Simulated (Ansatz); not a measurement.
# BF4 + FH: molecular dynamics

Purpose: to follow the two partners and see whether they stay together, part or react. The start is relaxed first. Runs: 300 steps of 1 fs under a Nosé-Hoover thermostat at 500 K. SMILES of the start: F[B-](F)(F)F.F.

Method: RHF/def2-SVP, in Ansatz 0.2.0.

### 1 The system as given

Bond lengths: F1–B2 1.396 Å, B2–F3 1.382 Å, B2–F4 1.381 Å, B2–F5 1.399 Å, F6–H7 0.945 Å. Angles: F1–B2–F3 110.1°, F1–B2–F4 110.0°, F1–B2–F5 106.3°, F3–B2–F4 110.4°, F3–B2–F5 110.3°, F4–B2–F5 109.7°.

Structure file:

```xyz
7

F     1.0723    0.2844   -0.0081
B     0.0010   -0.0390   -0.8421
F    -0.1051    0.8897   -1.8598
F     0.1741   -1.3069   -1.3620
F    -1.1439   -0.0113   -0.0388
F     0.0028    0.0876    2.5280
H    -0.0011    0.0954    1.5828
```

### 2 Relaxing the start

The input, input.yaml:

```yaml
crystal:
  periodic: [false, false, false]
  atoms:
    - { symbol: F, position_ang: [1.0723, 0.2844, -0.0081] }
    - { symbol: B, position_ang: [0.001, -0.039, -0.8421] }
    - { symbol: F, position_ang: [-0.1051, 0.8897, -1.8598] }
    - { symbol: F, position_ang: [0.1741, -1.3069, -1.362] }
    - { symbol: F, position_ang: [-1.1439, -0.0113, -0.0388] }
    - { symbol: F, position_ang: [0.0028, 0.0876, 2.528] }
    - { symbol: H, position_ang: [-0.0011, 0.0954, 1.5828] }
total_charge: -1
basis:
  gaussian: { orbitals: def2-SVP }
hamiltonian:
  xc: hf
relax:
  f_tol: 0.02
  max_steps: 40
scf:
  lower_state_search: "off"
```

Started as:

```console
$ ansatz run input.yaml --threads 1 --pin off --max-ram 2048MiB --backend cpu --events-out ev --progress --plain --runs-dir out
```

Log (excerpt; [...] marks lines left out):

```text
Warning: RAYON_NUM_THREADS=1 ignored (pool sized by the plan → 1); use --threads N
[...]
Functional definition: HF
[...]
918 factors; integrals over basis functions are off by at most 4.6e-4 eV
[...]
mean field -14213.90166616 eV, -522.3512517026 hartree, gradient 9.2e-7 eV, S^2 0.000000; 0 other end points of the search recorded, 0 dependent functions left out
[...]
reference -14213.90166616 eV, -522.3512517026 hartree; 26, 26 occupied and 63, 63 virtual orbitals, 918 factors
relax step   1: F+E_penalty+E_count = -14213.90166616 eV  Δ(F+E_penalty+E_count) = +0.000e0 eV  max|allowed force component| = 1.916e0 eV/Å  Δτ_max = 0.0000 Å  (23 SCF iters, accepted)
[...]
relax step   3: F+E_penalty+E_count = -14213.88758646 eV  Δ(F+E_penalty+E_count) = +2.869e-2 eV  max|allowed force component| = 3.639e0 eV/Å  Δτ_max = 0.2000 Å  (24 SCF iters, rejected (line search))
[...]
relax step   5: F+E_penalty+E_count = -14213.96258875 eV  Δ(F+E_penalty+E_count) = -2.747e-2 eV  max|allowed force component| = 1.824e-1 eV/Å  Δτ_max = 0.1000 Å  (23 SCF iters, accepted)
[...]
relax step   7: F+E_penalty+E_count = -14213.99748989 eV  Δ(F+E_penalty+E_count) = -7.659e-3 eV  max|allowed force component| = 2.250e-1 eV/Å  Δτ_max = 0.0791 Å  (23 SCF iters, accepted)
[...]
relax step   9: F+E_penalty+E_count = -14214.00906376 eV  Δ(F+E_penalty+E_count) = -1.722e-3 eV  max|allowed force component| = 3.261e-2 eV/Å  Δτ_max = 0.0578 Å  (24 SCF iters, accepted)
[...]
relax step  10: F+E_penalty+E_count = -14214.00950921 eV  Δ(F+E_penalty+E_count) = -4.454e-4 eV  max|allowed force component| = 2.269e-2 eV/Å  Δτ_max = 0.0436 Å  (24 SCF iters, accepted)
[...]
relax step  11: F+E_penalty+E_count = -14214.00952631 eV  Δ(F+E_penalty+E_count) = -1.710e-5 eV  max|allowed force component| = 1.207e-2 eV/Å  Δτ_max = 0.0040 Å  (24 SCF iters, accepted)
Total energy: -14214.00952631 eV, -522.3552154901 hartree
Atom 0 at     0.720866     0.105145     0.209317 Å, force    -0.000137    -0.002280    -0.003504 eV/Å
Atom 1 at    -0.117385    -0.101943    -0.926220 Å, force     0.002362     0.003218     0.003998 eV/Å
Atom 2 at     0.018766     0.981861    -1.771096 Å, force    -0.003290    -0.007012     0.003021 eV/Å
Atom 3 at     0.281160    -1.264591    -1.555665 Å, force    -0.002544     0.005041     0.001906 eV/Å
Atom 4 at    -1.419886    -0.211301    -0.478418 Å, force     0.004080     0.000497    -0.005658 eV/Å
Atom 5 at     0.194702     0.281391     2.714970 Å, force    -0.000648     0.000054     0.012075 eV/Å
Atom 6 at     0.321877     0.209339     1.807112 Å, force     0.000177     0.000482    -0.011837 eV/Å
Dipole moment:     0.075102     0.011223     0.029030 e Å
Checks for a lower state left out: stability, starts, cluster_reference, orbital_swaps, neighbouring_geometries, increment
```

Run time: 13 s. Hardware: 1 thread of Arm Neoverse V2, shared host; peak memory 0.16 GiB.

The steps of the relaxation:

| step | energy from step 1 (eV) | largest force component (eV/Å) |
| --- | --- | --- |
| 1 | 0.0000 | 1.9164 |
| 2 | -0.0146 | 1.2461 |
| 3x | 0.0141 | 3.6390 |
| 4 | -0.0335 | 1.1592 |
| 5 | -0.0609 | 0.1824 |
| 6 | -0.0882 | 0.3525 |
| 7 | -0.0958 | 0.2250 |
| 8 | -0.1057 | 0.0376 |
| 9 | -0.1074 | 0.0326 |
| 10 | -0.1078 | 0.0227 |
| 11 | -0.1079 | 0.0121 |

Step 1 is the start. 1 step was tried and not accepted (marked x).

After: Bond lengths: F1–B2 1.427 Å, B2–F3 1.381 Å, B2–F4 1.381 Å, B2–F5 1.382 Å, F6–H7 0.920 Å. Angles: F1–B2–F3 108.4°, F1–B2–F4 108.4°, F1–B2–F5 107.9°, F3–B2–F4 110.7°, F3–B2–F5 110.7°, F4–B2–F5 110.7°.

### 3 Dynamics

300 steps of 1 fs under a Nosé-Hoover thermostat at 500 K, from the relaxed start.

The input, input.yaml:

```yaml
crystal:
  periodic: [false, false, false]
  atoms:
    - { symbol: F, position_ang: [0.720866, 0.105145, 0.209317] }
    - { symbol: B, position_ang: [-0.117385, -0.101943, -0.92622] }
    - { symbol: F, position_ang: [0.018766, 0.981861, -1.771096] }
    - { symbol: F, position_ang: [0.28116, -1.264591, -1.555665] }
    - { symbol: F, position_ang: [-1.419886, -0.211301, -0.478418] }
    - { symbol: F, position_ang: [0.194702, 0.281391, 2.71497] }
    - { symbol: H, position_ang: [0.321877, 0.209339, 1.807112] }
total_charge: -1
basis:
  gaussian: { orbitals: def2-SVP }
hamiltonian:
  xc: hf
md:
  timestep: 1.0
  n_steps: 300
  ensemble: nvt_nose_hoover
  temperature: 500.0
  initial_velocities: maxwell_boltzmann
  seed: 657843
scf:
  lower_state_search: "off"
```

Started as:

```console
$ ansatz run input.yaml --threads 1 --pin off --max-ram 2048MiB --backend cpu --events-out ev --progress --plain --runs-dir out
```

Log (excerpt; [...] marks lines left out):

```text
Warning: RAYON_NUM_THREADS=1 ignored (pool sized by the plan → 1); use --threads N
[...]
[... 1 set-up line as earlier in the session ...]
[...]
917 factors; integrals over basis functions are off by at most 5.2e-4 eV
[...]
mean field -14214.00952832 eV, -522.3552155640 hartree, gradient 9.8e-7 eV, S^2 0.000000; 0 other end points of the search recorded, 0 dependent functions left out
[...]
reference -14214.00952832 eV, -522.3552155640 hartree; 26, 26 occupied and 63, 63 virtual orbitals, 917 factors
md step     0: t =     0.00 fs  T =   500.0 K  F+E_penalty+E_count = -14214.00952832 eV  E_kin = 0.323150 eV  conserved = -14213.68637832 eV  (23 SCF iters)
[...]
md step    20: t =    20.00 fs  T =   266.4 K  F+E_penalty+E_count = -14213.84688245 eV  E_kin = 0.172152 eV  conserved = -14213.67728082 eV  (25 SCF iters)
[...]
md step    40: t =    40.00 fs  T =   311.6 K  F+E_penalty+E_count = -14213.87602804 eV  E_kin = 0.201416 eV  conserved = -14213.68572038 eV  (24 SCF iters)
[...]
md step    60: t =    60.00 fs  T =   130.3 K  F+E_penalty+E_count = -14213.72611305 eV  E_kin = 0.084216 eV  conserved = -14213.66878636 eV  (24 SCF iters)
[...]
md step    79: t =    79.00 fs  T =   395.2 K  F+E_penalty+E_count = -14213.89366638 eV  E_kin = 0.255425 eV  conserved = -14213.68756830 eV  (24 SCF iters)
md step    80: t =    80.00 fs  T =   245.2 K  F+E_penalty+E_count = -14213.77564140 eV  E_kin = 0.158474 eV  conserved = -14213.66838879 eV  (23 SCF iters)
```

### 4 The log goes on: dynamics from the start

The log, continued (excerpt; [...] marks lines left out):

```text
md step    81: t =    81.00 fs  T =   218.3 K  F+E_penalty+E_count = -14213.74933980 eV  E_kin = 0.141090 eV  conserved = -14213.66085789 eV  (24 SCF iters)
[...]
md step   106: t =   106.00 fs  T =   454.1 K  F+E_penalty+E_count = -14213.87122000 eV  E_kin = 0.293475 eV  conserved = -14213.68781542 eV  (23 SCF iters)
[...]
md step   131: t =   131.00 fs  T =   438.8 K  F+E_penalty+E_count = -14213.79987825 eV  E_kin = 0.283606 eV  conserved = -14213.68326961 eV  (23 SCF iters)
[...]
md step   156: t =   156.00 fs  T =   609.3 K  F+E_penalty+E_count = -14213.86358164 eV  E_kin = 0.393765 eV  conserved = -14213.68181244 eV  (24 SCF iters)
[...]
md step   181: t =   181.00 fs  T =   673.7 K  F+E_penalty+E_count = -14213.85363087 eV  E_kin = 0.435422 eV  conserved = -14213.67336745 eV  (24 SCF iters)
md step   182: t =   182.00 fs  T =   430.4 K  F+E_penalty+E_count = -14213.67785892 eV  E_kin = 0.278155 eV  conserved = -14213.65614564 eV  (25 SCF iters)
md step   183: t =   183.00 fs  T =   341.9 K  F+E_penalty+E_count = -14213.61596841 eV  E_kin = 0.220965 eV  conserved = -14213.65232800 eV  (25 SCF iters)
```

### 5 The log goes on: dynamics from the start

Output, continued (excerpt; [...] marks lines left out):

```text
md step   184: t =   184.00 fs  T =   507.7 K  F+E_penalty+E_count = -14213.73159693 eV  E_kin = 0.328124 eV  conserved = -14213.66176138 eV  (24 SCF iters)
[...]
md step   205: t =   205.00 fs  T =   501.8 K  F+E_penalty+E_count = -14213.71214416 eV  E_kin = 0.324340 eV  conserved = -14213.66478167 eV  (26 SCF iters)
[...]
md step   226: t =   226.00 fs  T =   179.7 K  F+E_penalty+E_count = -14213.45439510 eV  E_kin = 0.116167 eV  conserved = -14213.62936797 eV  (24 SCF iters)
[...]
md step   247: t =   247.00 fs  T =   445.4 K  F+E_penalty+E_count = -14213.64665386 eV  E_kin = 0.287861 eV  conserved = -14213.66659287 eV  (24 SCF iters)
[...]
md step   298: t =   298.00 fs  T =   762.0 K  F+E_penalty+E_count = -14213.80688782 eV  E_kin = 0.492467 eV  conserved = -14213.68234641 eV  (24 SCF iters)
[...]
Total energy: -14213.72456874 eV, -522.3447434927 hartree
Atom 0 at     0.603247     0.177995     0.296507 Å, force    -0.653309     0.133350    -1.118966 eV/Å
Atom 1 at    -0.140820    -0.075475    -0.951536 Å, force     0.019390    -0.657321     0.111742 eV/Å
Atom 2 at     0.024103     0.949985    -1.858661 Å, force     0.429226    -0.111361     0.445079 eV/Å
Atom 3 at     0.341079    -1.285597    -1.463018 Å, force    -0.202108     0.739144     0.273007 eV/Å
Atom 4 at    -1.483962    -0.176712    -0.638837 Å, force     0.290998    -0.071897     0.238252 eV/Å
Atom 5 at     0.328630     0.211216     2.798501 Å, force    -0.542629     0.084791    -3.678749 eV/Å
Atom 6 at     0.243569     0.219847     1.788669 Å, force     0.658434    -0.116706     3.729634 eV/Å
Dipole moment:    -0.008047     0.056606    -0.108540 e Å
Checks for a lower state left out: stability, starts, cluster_reference, orbital_swaps, neighbouring_geometries, increment
```

Run time: 5 min. Hardware: 1 thread of Arm Neoverse V2, shared host; peak memory 0.15 GiB.

### 6 Frames and traces

One step in 12; energies are changes from step 0:

| time (fs) | T (K) | potential energy change (meV/atom) | conserved energy change (meV/atom) | closest contact of the partners (Å) |
| --- | --- | --- | --- | --- |
| 0.0 | 500 | 0.0 | 0.00 | 1.65 |
| 12.0 | 319 | 17.8 | 0.95 | 1.81 |
| 24.0 | 347 | 14.5 | -0.13 | 1.89 |
| 36.0 | 224 | 28.4 | 1.65 | 1.89 |
| 48.0 | 287 | 22.5 | 0.35 | 1.95 |
| 60.0 | 130 | 40.5 | 2.51 | 1.91 |
| 72.0 | 216 | 34.1 | 2.24 | 1.93 |
| 84.0 | 231 | 36.3 | 3.12 | 1.75 |
| 96.0 | 394 | 25.0 | 2.57 | 1.80 |
| 108.0 | 275 | 40.8 | 3.52 | 1.60 |
| 120.0 | 480 | 23.3 | 0.77 | 1.55 |
| 132.0 | 318 | 43.9 | 2.93 | 1.37 |
| 144.0 | 419 | 35.4 | 0.81 | 1.46 |
| 156.0 | 609 | 20.8 | 0.65 | 1.51 |
| 168.0 | 526 | 33.8 | 2.63 | 1.59 |
| 180.0 | 701 | 17.6 | -0.08 | 1.82 |
| 192.0 | 473 | 43.6 | 3.06 | 1.98 |
| 204.0 | 658 | 24.5 | -0.33 | 2.09 |
| 216.0 | 533 | 39.1 | 1.56 | 2.12 |
| 228.0 | 570 | 36.7 | 1.30 | 2.11 |
| 240.0 | 519 | 41.1 | -0.30 | 2.21 |
| 252.0 | 362 | 61.2 | 3.75 | 2.10 |
| 264.0 | 508 | 45.5 | -0.32 | 2.13 |
| 276.0 | 438 | 59.0 | 4.68 | 1.92 |
| 288.0 | 702 | 32.8 | 0.56 | 1.89 |
| 300.0 | 683 | 40.7 | 4.60 | 1.54 |

time (fs), T (K) and a bar:
```
      0.0        500 ################
     13.0        189 ###
     26.0        222 ####
     39.0        318 ########
     52.0        216 ####
     65.0        120 
     78.0        301 ########
     91.0        477 ###############
    104.0        254 ######
    117.0        247 #####
    130.0        274 #######
    143.0        242 #####
    157.0        454 ##############
    170.0        354 ##########
    183.0        342 #########
    196.0        525 #################
    209.0        540 #################
    222.0        112 
    235.0        463 ##############
    248.0        513 ################
    261.0        248 #####
    274.0        621 #####################
    287.0        857 ##############################
    300.0        683 #######################
```

Maxima of the velocity power spectrum (cm⁻¹, relative height; resolution about 220 cm⁻¹): 190 (59), 750 (30), 1220 (32), 4140 (100).

### 7 Snapshots as a file

Extended XYZ, with forces in eV/Å:

```xyz
7
time_fs=38.0 T=169 dE=0.2411
F     0.748    0.102    0.146    0.404    0.270    0.409
B    -0.092   -0.081   -0.964   -0.702   -1.042   -0.359
F    -0.018    0.987   -1.834    0.376   -0.074    0.076
F     0.262   -1.292   -1.592    0.128    0.742    0.113
F    -1.390   -0.206   -0.502   -0.153    0.109    0.134
F     0.170    0.291    2.914    1.339   -0.421   -3.315
H     0.487    0.182    1.990   -1.393    0.415    2.942
7
time_fs=75.0 T=309 dE=0.1758
F     0.703    0.142    0.166    0.281   -0.407    0.434
B    -0.123   -0.139   -0.949    0.050    1.896   -0.501
F     0.040    0.940   -1.846   -0.432   -0.101    0.475
F     0.274   -1.242   -1.628    0.102   -1.155    0.226
F    -1.417   -0.211   -0.470    0.012   -0.237   -0.285
F     0.196    0.284    2.902    0.620   -0.245   -2.191
H     0.407    0.196    1.975   -0.633    0.250    1.843
7
time_fs=112.0 T=347 dE=0.2441
F     0.689    0.103    0.231   -0.393    0.426   -0.222
B    -0.131   -0.072   -0.941    0.483   -1.400    1.077
F    -0.001    1.004   -1.744    0.516    0.515   -0.835
F     0.303   -1.289   -1.460    0.042    0.409   -0.710
F    -1.442   -0.206   -0.582   -0.689    0.049    0.501
F     0.258    0.263    2.682   -0.135    0.313    4.777
H     0.250    0.211    1.825    0.176   -0.312   -4.588
7
time_fs=150.0 T=252 dE=0.3908
F     0.589    0.159    0.265    0.313   -0.154    0.190
B    -0.145   -0.113   -0.909   -0.137    0.806   -0.300
F     0.092    0.960   -1.746   -0.475    0.186   -0.207
F     0.315   -1.244   -1.497    0.123   -0.875   -0.130
F    -1.471   -0.226   -0.529    0.029    0.045   -0.247
F     0.297    0.248    2.627   -1.108    0.051   -3.195
H     0.117    0.240    1.624    1.254   -0.058    3.888
7
time_fs=188.0 T=619 dE=0.1824
F     0.697    0.156    0.169   -0.431    0.008    0.438
B    -0.116   -0.106   -0.939   -0.413    0.701   -1.409
F     0.001    0.951   -1.864    0.273   -0.190    0.446
F     0.298   -1.271   -1.546    0.107   -0.330    0.138
F    -1.466   -0.191   -0.612    0.352   -0.161    0.638
F     0.273    0.248    2.965    0.117    0.023    1.947
H     0.157    0.255    2.089   -0.005   -0.051   -2.199
7
time_fs=225.0 T=379 dE=0.3744
F     0.651    0.176    0.131    0.546    0.363   -0.202
B    -0.107   -0.045   -1.036   -0.568   -2.356    0.620
F     0.003    0.948   -1.962    0.204    0.247    0.046
F     0.289   -1.313   -1.603   -0.128    1.450    0.401
F    -1.417   -0.194   -0.569   -0.029    0.295   -0.528
F     0.257    0.245    3.157   -0.646    0.315    3.660
H     0.431    0.169    2.317    0.621   -0.314   -3.997
7
time_fs=262.0 T=317 dE=0.4756
F     0.677    0.223    0.131   -0.689   -0.663   -0.021
B    -0.158   -0.135   -1.016    0.694    2.218    0.345
F     0.042    0.942   -1.921   -0.532   -0.811    0.405
F     0.300   -1.285   -1.572   -0.134   -0.570    0.038
F    -1.483   -0.199   -0.599    0.672   -0.191   -0.268
F     0.274    0.231    3.114    1.043   -0.237   -4.622
H     0.474    0.185    2.121   -1.054    0.254    4.122
7
time_fs=300.0 T=683 dE=0.2850
F     0.603    0.178    0.296   -0.653    0.133   -1.119
B    -0.141   -0.075   -0.952    0.019   -0.657    0.112
F     0.024    0.950   -1.859    0.429   -0.111    0.445
F     0.341   -1.286   -1.463   -0.202    0.739    0.273
F    -1.484   -0.177   -0.639    0.291   -0.072    0.238
F     0.329    0.211    2.799   -0.543    0.085   -3.679
H     0.244    0.220    1.789    0.658   -0.117    3.730
```

### 8 Outcome

| quantity | value |
| --- | --- |
| relaxation of the start | 9 moves, 0.108 eV lower |
| length | 300 steps of 1 fs |
| temperature, first and last step | 500 and 683 K |
| temperature, second half | mean 458 K, from 96 to 914 K |
| potential energy, second half | +49 meV/atom from the start |
| largest change of the conserved energy | 9.12 meV/atom |
| bonds formed or broken | 0 |

Against a set 500 K the second half averages 458 K with a spread of 168 K. The conserved energy strays from its start by at most 9.12 meV/atom, 26 % of the mean kinetic energy, which is poor: the step of 1 fs is too long for the fastest motion. The bonds all hold. The partners' closest contact goes from 1.65 to 1.54 Å: they stay in touch over this short run. 300 fs on 7 atoms is far too short and small for converged averages. The nuclei move classically, without zero-point motion, which matters most for hydrogen.
